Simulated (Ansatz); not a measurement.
Born–Oppenheimer molecular dynamics of a periodic cell of 16 atoms, Li (start crystal Li, start structure bcc, volume 1.1 times the crystal's). It starts from a structure without forces on its atoms.

Computed with Ansatz 0.2.0, DFT PBEsol, scalar-relativistic, plane waves, PAW. Settings: cutoff 420 eV, k mesh 2x2x2, fermi-dirac smearing 0.11 eV, no spin polarisation.

```yaml
ensemble: NVT, Langevin thermostat
time_step: 1 fs
steps_asked: 230
set_temperature: 1300 K
friction: 0.02 /fs
seed: 126566
```

Frames 2 fs apart, positions in Å, forces in eV/Å.

Velocities at 70.0 fs (Å/ps):

```
Li 16.16 5.57 -6.70
Li -7.41 3.83 2.19
Li 6.38 -5.42 -10.67
Li -2.49 3.90 13.73
Li -12.63 9.11 3.96
Li 13.17 -1.06 14.47
Li 11.08 8.33 7.92
Li -20.10 -0.61 21.17
Li 4.88 2.36 -23.95
Li 6.82 -16.59 -1.81
Li -8.97 5.67 2.34
Li 10.16 5.51 -15.38
Li 12.26 -8.88 0.12
Li 2.02 1.38 -2.34
Li 3.26 7.02 6.32
Li 1.82 -0.27 -37.48
```

```xyz
16
Lattice="7.2053 0.0000 0.0000 0.0000 7.2053 0.0000 0.0000 0.0000 7.2053" Properties=species:S:1:pos:R:3:forces:R:3 time_fs=70.0 energy_less_start_eV=2.268 T=995
Li 0.113 0.148 1.006 0.12 -0.02 -0.56
Li 4.314 -0.136 0.718 0.10 -0.16 -0.32
Li 0.152 3.684 -0.581 -0.56 0.16 0.39
Li -0.083 0.215 3.527 0.33 0.14 0.26
Li 2.585 1.945 1.530 -0.66 0.26 0.08
Li 3.565 3.752 0.059 0.52 0.03 -0.09
Li 3.058 0.246 3.389 0.17 -0.10 0.60
Li 5.098 2.059 2.414 0.25 -0.44 -0.19
Li 0.668 3.813 3.239 0.08 -0.38 0.43
Li 2.306 5.441 1.887 -0.30 0.04 -0.40
Li 1.782 1.958 5.922 0.36 -0.51 -0.48
Li 3.658 4.057 3.643 -0.21 -0.20 0.21
Li 5.787 4.298 1.818 -0.10 0.82 -0.28
Li 5.162 2.165 5.080 0.05 -0.09 0.40
Li 2.047 5.264 5.814 0.00 0.63 -0.32
Li 5.545 5.724 4.758 -0.14 -0.17 0.26
16
Lattice="7.2053 0.0000 0.0000 0.0000 7.2053 0.0000 0.0000 0.0000 7.2053" Properties=species:S:1:pos:R:3:forces:R:3 time_fs=72.0 energy_less_start_eV=2.316 T=1014
Li 0.150 0.154 0.984 0.08 -0.03 -0.47
Li 4.300 -0.132 0.712 0.12 -0.13 -0.31
Li 0.162 3.668 -0.600 -0.60 0.22 0.40
Li -0.086 0.226 3.556 0.37 0.19 0.17
Li 2.559 1.966 1.534 -0.64 0.22 0.08
Li 3.591 3.751 0.091 0.48 0.03 -0.16
Li 3.081 0.261 3.408 0.10 -0.14 0.54
Li 5.058 2.054 2.454 0.31 -0.43 -0.25
Li 0.673 3.813 3.191 0.11 -0.41 0.50
Li 2.320 5.413 1.880 -0.31 0.13 -0.38
Li 1.763 1.964 5.925 0.43 -0.53 -0.49
Li 3.673 4.067 3.612 -0.25 -0.20 0.27
Li 5.807 4.282 1.825 -0.11 0.79 -0.32
Li 5.171 2.168 5.081 0.04 -0.08 0.43
Li 2.053 5.286 5.822 0.02 0.58 -0.31
Li 5.552 5.723 4.682 -0.15 -0.20 0.30
16
Lattice="7.2053 0.0000 0.0000 0.0000 7.2053 0.0000 0.0000 0.0000 7.2053" Properties=species:S:1:pos:R:3:forces:R:3 time_fs=74.0 energy_less_start_eV=2.354 T=920
Li 0.189 0.155 0.956 0.03 -0.03 -0.39
Li 4.293 -0.132 0.700 0.12 -0.11 -0.28
Li 0.157 3.655 -0.618 -0.60 0.29 0.40
Li -0.090 0.236 3.583 0.42 0.24 0.09
Li 2.535 1.994 1.537 -0.62 0.17 0.08
Li 3.625 3.759 0.120 0.44 0.01 -0.22
Li 3.100 0.278 3.432 0.04 -0.18 0.48
Li 5.020 2.042 2.488 0.36 -0.42 -0.31
Li 0.670 3.803 3.150 0.14 -0.41 0.56
Li 2.331 5.389 1.872 -0.31 0.21 -0.35
Li 1.744 1.968 5.933 0.49 -0.53 -0.50
Li 3.689 4.071 3.584 -0.28 -0.19 0.34
Li 5.822 4.265 1.834 -0.12 0.76 -0.37
Li 5.184 2.176 5.087 0.02 -0.08 0.44
Li 2.060 5.315 5.829 0.03 0.51 -0.30
Li 5.560 5.736 4.617 -0.18 -0.23 0.33
16
Lattice="7.2053 0.0000 0.0000 0.0000 7.2053 0.0000 0.0000 0.0000 7.2053" Properties=species:S:1:pos:R:3:forces:R:3 time_fs=76.0 energy_less_start_eV=2.388 T=889
Li 0.230 0.168 0.930 -0.02 -0.04 -0.33
Li 4.282 -0.132 0.692 0.13 -0.07 -0.26
Li 0.138 3.652 -0.633 -0.58 0.34 0.39
Li -0.088 0.246 3.604 0.45 0.28 0.03
Li 2.508 2.026 1.549 -0.57 0.13 0.06
Li 3.661 3.770 0.150 0.39 -0.02 -0.28
Li 3.113 0.304 3.458 -0.02 -0.22 0.44
Li 4.995 2.029 2.525 0.40 -0.40 -0.37
Li 0.667 3.787 3.112 0.18 -0.41 0.61
Li 2.340 5.379 1.854 -0.33 0.27 -0.31
Li 1.716 1.962 5.944 0.54 -0.51 -0.49
Li 3.695 4.073 3.558 -0.30 -0.18 0.39
Li 5.832 4.251 1.848 -0.13 0.73 -0.40
Li 5.199 2.189 5.096 0.01 -0.07 0.45
Li 2.066 5.338 5.835 0.03 0.45 -0.29
Li 5.563 5.747 4.562 -0.20 -0.26 0.36
16
Lattice="7.2053 0.0000 0.0000 0.0000 7.2053 0.0000 0.0000 0.0000 7.2053" Properties=species:S:1:pos:R:3:forces:R:3 time_fs=78.0 energy_less_start_eV=2.397 T=875
Li 0.268 0.188 0.903 -0.06 -0.05 -0.27
Li 4.269 -0.138 0.691 0.14 -0.04 -0.25
Li 0.113 3.654 -0.633 -0.52 0.36 0.38
Li -0.089 0.262 3.613 0.48 0.29 0.00
Li 2.485 2.066 1.568 -0.51 0.06 0.04
Li 3.694 3.784 0.187 0.35 -0.06 -0.36
Li 3.131 0.327 3.483 -0.08 -0.26 0.40
Li 4.981 2.013 2.566 0.43 -0.37 -0.44
Li 0.677 3.763 3.077 0.17 -0.40 0.65
Li 2.341 5.369 1.837 -0.34 0.32 -0.25
Li 1.693 1.942 5.954 0.56 -0.46 -0.47
Li 3.692 4.070 3.546 -0.31 -0.16 0.42
Li 5.833 4.241 1.863 -0.12 0.71 -0.40
Li 5.211 2.202 5.109 0.00 -0.07 0.46
Li 2.067 5.360 5.838 0.04 0.39 -0.27
Li 5.568 5.751 4.516 -0.20 -0.27 0.37
16
Lattice="7.2053 0.0000 0.0000 0.0000 7.2053 0.0000 0.0000 0.0000 7.2053" Properties=species:S:1:pos:R:3:forces:R:3 time_fs=80.0 energy_less_start_eV=2.400 T=984
Li 0.308 0.210 0.882 -0.11 -0.06 -0.23
Li 4.261 -0.149 0.695 0.15 0.00 -0.23
Li 0.094 3.672 -0.621 -0.45 0.35 0.35
Li -0.088 0.288 3.613 0.49 0.30 -0.02
Li 2.460 2.111 1.585 -0.45 -0.01 0.00
Li 3.725 3.803 0.220 0.30 -0.08 -0.42
Li 3.154 0.346 3.501 -0.14 -0.29 0.36
Li 4.970 2.010 2.606 0.45 -0.35 -0.50
Li 0.680 3.738 3.045 0.16 -0.39 0.70
Li 2.332 5.356 1.821 -0.34 0.36 -0.20
Li 1.670 1.922 5.952 0.56 -0.39 -0.45
Li 3.690 4.060 3.550 -0.33 -0.12 0.42
Li 5.845 4.232 1.866 -0.13 0.69 -0.38
Li 5.228 2.212 5.131 0.00 -0.08 0.47
Li 2.059 5.397 5.840 0.05 0.33 -0.25
Li 5.572 5.759 4.472 -0.20 -0.27 0.38
16
Lattice="7.2053 0.0000 0.0000 0.0000 7.2053 0.0000 0.0000 0.0000 7.2053" Properties=species:S:1:pos:R:3:forces:R:3 time_fs=82.0 energy_less_start_eV=2.396 T=1039
Li 0.352 0.247 0.857 -0.16 -0.09 -0.18
Li 4.252 -0.156 0.688 0.15 0.04 -0.20
Li 0.081 3.701 -0.616 -0.37 0.33 0.33
Li -0.082 0.318 3.610 0.50 0.30 -0.03
Li 2.429 2.144 1.611 -0.36 -0.05 -0.05
Li 3.756 3.818 0.250 0.23 -0.12 -0.48
Li 3.176 0.368 3.520 -0.19 -0.32 0.33
Li 4.963 2.007 2.637 0.46 -0.33 -0.56
Li 0.673 3.708 3.018 0.16 -0.37 0.75
Li 2.316 5.342 1.810 -0.33 0.39 -0.14
Li 1.652 1.899 5.945 0.55 -0.31 -0.43
Li 3.691 4.042 3.564 -0.35 -0.07 0.42
Li 5.851 4.224 1.863 -0.14 0.68 -0.36
Li 5.253 2.225 5.154 0.00 -0.09 0.46
Li 2.054 5.443 5.848 0.06 0.29 -0.25
Li 5.581 5.766 4.428 -0.19 -0.27 0.37
16
Lattice="7.2053 0.0000 0.0000 0.0000 7.2053 0.0000 0.0000 0.0000 7.2053" Properties=species:S:1:pos:R:3:forces:R:3 time_fs=84.0 energy_less_start_eV=2.388 T=1143
Li 0.395 0.295 0.826 -0.23 -0.12 -0.13
Li 4.243 -0.158 0.672 0.15 0.06 -0.18
Li 0.076 3.735 -0.610 -0.30 0.29 0.31
Li -0.070 0.348 3.596 0.50 0.29 -0.04
Li 2.396 2.173 1.636 -0.27 -0.09 -0.10
Li 3.788 3.829 0.278 0.15 -0.14 -0.51
Li 3.204 0.382 3.531 -0.23 -0.35 0.31
Li 4.957 2.003 2.651 0.47 -0.30 -0.58
Li 0.665 3.680 2.991 0.14 -0.35 0.80
Li 2.297 5.340 1.806 -0.31 0.40 -0.10
Li 1.642 1.875 5.933 0.53 -0.22 -0.41
Li 3.682 4.025 3.593 -0.36 -0.04 0.40
Li 5.850 4.216 1.865 -0.13 0.68 -0.33
Li 5.284 2.241 5.169 0.00 -0.11 0.44
Li 2.049 5.493 5.853 0.07 0.25 -0.24
Li 5.595 5.776 4.385 -0.19 -0.26 0.37
16
Lattice="7.2053 0.0000 0.0000 0.0000 7.2053 0.0000 0.0000 0.0000 7.2053" Properties=species:S:1:pos:R:3:forces:R:3 time_fs=86.0 energy_less_start_eV=2.406 T=1069
Li 0.435 0.335 0.792 -0.28 -0.14 -0.08
Li 4.239 -0.154 0.655 0.16 0.08 -0.17
Li 0.067 3.773 -0.608 -0.23 0.25 0.29
Li -0.066 0.381 3.578 0.50 0.29 -0.05
Li 2.361 2.201 1.667 -0.15 -0.14 -0.18
Li 3.820 3.848 0.304 0.06 -0.17 -0.55
Li 3.237 0.398 3.532 -0.28 -0.38 0.31
Li 4.947 2.004 2.657 0.47 -0.29 -0.59
Li 0.666 3.647 2.963 0.09 -0.30 0.83
Li 2.281 5.351 1.803 -0.28 0.40 -0.06
Li 1.637 1.848 5.913 0.52 -0.12 -0.40
Li 3.664 4.008 3.620 -0.36 0.00 0.39
Li 5.838 4.199 1.873 -0.09 0.69 -0.30
Li 5.311 2.257 5.177 0.00 -0.12 0.42
Li 2.050 5.543 5.866 0.08 0.21 -0.24
Li 5.620 5.777 4.342 -0.19 -0.27 0.37
16
Lattice="7.2053 0.0000 0.0000 0.0000 7.2053 0.0000 0.0000 0.0000 7.2053" Properties=species:S:1:pos:R:3:forces:R:3 time_fs=88.0 energy_less_start_eV=2.428 T=1027
Li 0.468 0.367 0.764 -0.33 -0.16 -0.04
Li 4.233 -0.154 0.650 0.16 0.11 -0.16
Li 0.059 3.808 -0.611 -0.18 0.21 0.28
Li -0.062 0.413 3.564 0.50 0.28 -0.06
Li 2.317 2.221 1.702 0.00 -0.17 -0.29
Li 3.851 3.880 0.325 -0.04 -0.23 -0.57
Li 3.265 0.412 3.530 -0.32 -0.42 0.32
Li 4.941 2.009 2.663 0.48 -0.29 -0.62
Li 0.676 3.603 2.952 -0.03 -0.21 0.85
Li 2.263 5.362 1.798 -0.28 0.39 -0.02
Li 1.646 1.825 5.889 0.49 -0.04 -0.37
Li 3.641 3.984 3.641 -0.36 0.05 0.39
Li 5.816 4.191 1.885 0.02 0.69 -0.25
Li 5.335 2.266 5.176 0.01 -0.12 0.42
Li 2.058 5.585 5.886 0.08 0.19 -0.26
Li 5.651 5.770 4.304 -0.20 -0.27 0.37
16
Lattice="7.2053 0.0000 0.0000 0.0000 7.2053 0.0000 0.0000 0.0000 7.2053" Properties=species:S:1:pos:R:3:forces:R:3 time_fs=90.0 energy_less_start_eV=2.462 T=1077
Li 0.500 0.393 0.746 -0.38 -0.18 -0.01
Li 4.224 -0.155 0.657 0.18 0.13 -0.15
Li 0.057 3.842 -0.611 -0.14 0.15 0.26
Li -0.058 0.443 3.556 0.49 0.25 -0.06
Li 2.267 2.239 1.737 0.18 -0.22 -0.40
Li 3.888 3.908 0.339 -0.17 -0.28 -0.59
Li 3.283 0.422 3.531 -0.33 -0.43 0.31
Li 4.945 2.021 2.673 0.44 -0.31 -0.65
Li 0.687 3.557 2.952 -0.18 -0.10 0.87
Li 2.245 5.377 1.798 -0.28 0.35 0.02
Li 1.657 1.797 5.861 0.47 0.04 -0.35
Li 3.611 3.966 3.658 -0.34 0.09 0.40
Li 5.789 4.187 1.886 0.16 0.70 -0.18
Li 5.360 2.269 5.165 0.01 -0.11 0.45
Li 2.062 5.628 5.917 0.09 0.16 -0.28
Li 5.677 5.752 4.270 -0.21 -0.25 0.37
16
Lattice="7.2053 0.0000 0.0000 0.0000 7.2053 0.0000 0.0000 0.0000 7.2053" Properties=species:S:1:pos:R:3:forces:R:3 time_fs=92.0 energy_less_start_eV=2.510 T=950
Li 0.531 0.423 0.724 -0.43 -0.19 0.02
Li 4.203 -0.150 0.660 0.20 0.16 -0.15
Li 0.059 3.876 -0.608 -0.10 0.11 0.25
Li -0.053 0.467 3.549 0.48 0.21 -0.06
Li 2.224 2.261 1.765 0.36 -0.28 -0.51
Li 3.925 3.938 0.346 -0.30 -0.31 -0.62
Li 3.300 0.431 3.534 -0.33 -0.43 0.30
Li 4.961 2.031 2.681 0.39 -0.34 -0.66
Li 0.703 3.513 2.966 -0.34 0.03 0.90
Li 2.228 5.404 1.806 -0.28 0.30 0.03
Li 1.666 1.769 5.831 0.44 0.12 -0.33
Li 3.583 3.957 3.668 -0.30 0.11 0.41
Li 5.759 4.175 1.889 0.31 0.71 -0.11
Li 5.388 2.276 5.162 0.01 -0.10 0.46
Li 2.070 5.677 5.943 0.09 0.13 -0.30
Li 5.700 5.730 4.249 -0.20 -0.23 0.36
```

Of the whole run (230 fs, mean temperature of the second half 1356 K): A run of 0.23 ps of so small a system gives no equilibrium averages. Limits of this set-up: coarse k mesh.

Time of the run: 12 min on 1 thread of Intel(R) Xeon(R) Platinum 8488C (Sapphire Rapids) (shared host), peak memory 0.59 GiB.
